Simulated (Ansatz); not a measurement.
# AlBrH3N: small, medium and large basis sets

One table from this session's results is given with a row withheld; the runs are named, their logs left out.

Program: Ansatz 0.2.0, Gaussian basis. Level of theory: one geometry, several basis sets. These are calculated values, not measurements.

The runs, in order: PBE0-D4/def2-SVP; ωB97M-V/def2-SVP; PBE0-D4/def2-QZVPP; ωB97M-V/def2-QZVPP; the functionals' def2-TZVPP values are taken from earlier runs.

**Structure used throughout**

An earlier PBE0-D4 in a triple-zeta def2 set relaxation fixed the geometry.

SMILES `[NH2][AlH][Br]`, 6 atoms, charge 0, spin multiplicity 1.

Atoms are counted from 1 here; the program's logs count them from 0.

Bond lengths: N1–Al2 1.756 Å, N1–H4 1.007 Å, N1–H5 1.007 Å, Al2–Br3 2.258 Å, Al2–H6 1.571 Å. Angles: Al2–N1–H4 124.3°, Al2–N1–H5 124.9°, H4–N1–H5 110.7°, N1–Al2–Br3 117.4°, N1–Al2–H6 121.8°, Br3–Al2–H6 120.8°.

Coordinates:

```xyz
6
AlBrH3N
N    -0.53860    0.31204   -0.78698
Al    0.36517   -0.08798    0.66459
Br    1.47699   -2.05322    0.68852
H    -1.07031    1.15863   -0.90973
H    -0.59793   -0.26820   -1.60779
H     0.40677    0.87472    1.90517
```

Set-up of the first run:

Input file in.yaml:

```yaml
crystal:
  periodic: [false, false, false]
  atoms:
    - {symbol: N, position_ang: [-0.538598, 0.312041, -0.786977]}
    - {symbol: Al, position_ang: [0.365172, -0.087983, 0.664593]}
    - {symbol: Br, position_ang: [1.476993, -2.053217, 0.688523]}
    - {symbol: H, position_ang: [-1.070311, 1.158633, -0.909725]}
    - {symbol: H, position_ang: [-0.597928, -0.268198, -1.607785]}
    - {symbol: H, position_ang: [0.406770, 0.874724, 1.905171]}
basis:
  gaussian: {orbitals: def2-SVP}
hamiltonian: {xc: pbe0, dispersion: d4}
output: {orbitals: {seedname: orbitals}}
```

Steps of the session up to this table: PBE0-D4 in def2-SVP; ωB97M-V in def2-SVP; PBE0-D4 in def2-QZVPP; ωB97M-V in def2-QZVPP.

One table of the session follows, with a row left open; its other results are not shown here.

It belongs to the step «Functionals by basis». 

| functional | basis | HOMO (eV) |
| --- | --- | --- |
| PBE0-D4 | def2-SVP | -7.63 |
| PBE0-D4 | def2-TZVPP | -7.80 |
| PBE0-D4 | def2-QZVPP | -7.84 |
| ωB97M-V | def2-SVP | -9.96 |
| ωB97M-V | def2-TZVPP | ? |
| ωB97M-V | def2-QZVPP | -10.20 |

Q: Estimate the row for ωB97M-V, def2-TZVPP from the others.

As computed: HOMO (eV): -10.16. In the column «HOMO (eV)» it lies between ωB97M-V, def2-QZVPP (-10.20) and ωB97M-V, def2-SVP (-9.96).
